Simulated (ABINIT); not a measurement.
Crystal: Si2Te.

```
Si Te
1.0
     4.17046    0.00000    0.00000
    -2.08523    3.61173    0.00000
     0.00000    0.00000    4.26325
Si Te
2 1
Direct
  0.33333 0.66667 0.50000
  0.66667 0.33333 0.50000
  0.00000 0.00000 0.00000
```

The cell was built by a generator and needn't be a form met in nature.

```yaml
Program: ABINIT 10.8.3 (patched build)
Task: single point
Functional: PBE
Potentials_or_basis: JTH PAW PBE v2.0
Cutoff: 408 eV
k_mesh: 7 × 7 × 6
Occupations: fermi-dirac, width 0.05 eV
Spin: no spin polarisation
```

On this cell: pressure -0.2 GPa; largest force under 0.003 eV/Å; band gap on the k mesh none (metal or under the smearing width).

The same run follows on a disturbed copy (atoms moved at random, drawn with an rms of 0.05 Å):

```
Si Te
1.0
     4.17046    0.00000    0.00000
    -2.08523    3.61173    0.00000
     0.00000    0.00000    4.26325
Si Te
2 1
Direct
  0.32498 0.67818 0.48788
  0.67140 0.33683 0.49638
  0.01653 0.00738 0.99778
```

Problem. What changes?

Solution. The energy (extrapolated to zero smearing) moves by +7.0 meV/atom; pressure 0.1 GPa; largest force 0.580 eV/Å; band gap on the k mesh none (metal or under the smearing width).

Forces in eV/Å, atoms in the order of the input:
```
Si   0.522 -0.173 -0.050
Si  -0.540  0.191  0.094
Te   0.018 -0.018 -0.043
```

Stress tensor (GPa, compression positive):
```
-0.97  2.33 -0.08
 2.33  0.86  0.03
-0.08  0.03  0.30
```
